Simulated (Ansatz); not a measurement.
# ZnS (triplet): wave-function methods side by side, def2-QZVPP

An exercise on one series of results from a longer session: the logs are not shown, and one member is left open.

The runs use Ansatz 0.2.0, Gaussian basis; def2-QZVPP, core rule «outside noble gas», up to 14 orbitals frozen.

The runs, in order: UHF; ROHF; CCSD(T) on UHF.

2 further runs of the same task are left out: 2 set aside as unsound or not needed.

## The system

The geometry is a PBE0/def2-TZVP stationary point (not a proven minimum) of the parent state, kept for this charge and spin.

2 atoms, charge 0, spin multiplicity 3.

Atoms are counted from 1 here; the program's logs count them from 0.

Bond lengths: Zn1–S2 2.056 Å.

Set-up of the first run:

The input, in.yaml:

```yaml
crystal:
  periodic: [false, false, false]
  atoms:
    - {symbol: Zn, position_ang: [0.000000, 0.000000, 0.000000]}
    - {symbol: S, position_ang: [0.000000, 0.000000, 2.056000]}
basis:
  gaussian: {orbitals: "def2-QZVPP.json"}
magnetization: {spin_polarized: true, initial_magnetization: 2}
hamiltonian: {xc: hf}
output: {orbitals: {seedname: orbitals}}
```

Launch:

```console
> ansatz run in.yaml --threads 1 --pin off --events-out ev --progress --plain --max-ram 4096MiB --backend cpu
```

Steps of the session up to this table: UHF; ROHF; CCSD(T) on UHF.

One table of the session follows, with a row left open; its other results are not shown here.

| method | from UCCSD(T) (kJ/mol) |
| --- | --- |
| ROHF | +1769.7 |
| UHF | +1753.2 |
| UMP2 | ? |
| UCCSD | +67.6 |
| UCCSD(T) | 0 |

Estimate the missing values for UMP2.

The run gave: from UCCSD(T) (kJ/mol): -10.9. In the column «from UCCSD(T) (kJ/mol)» it is the lowest.
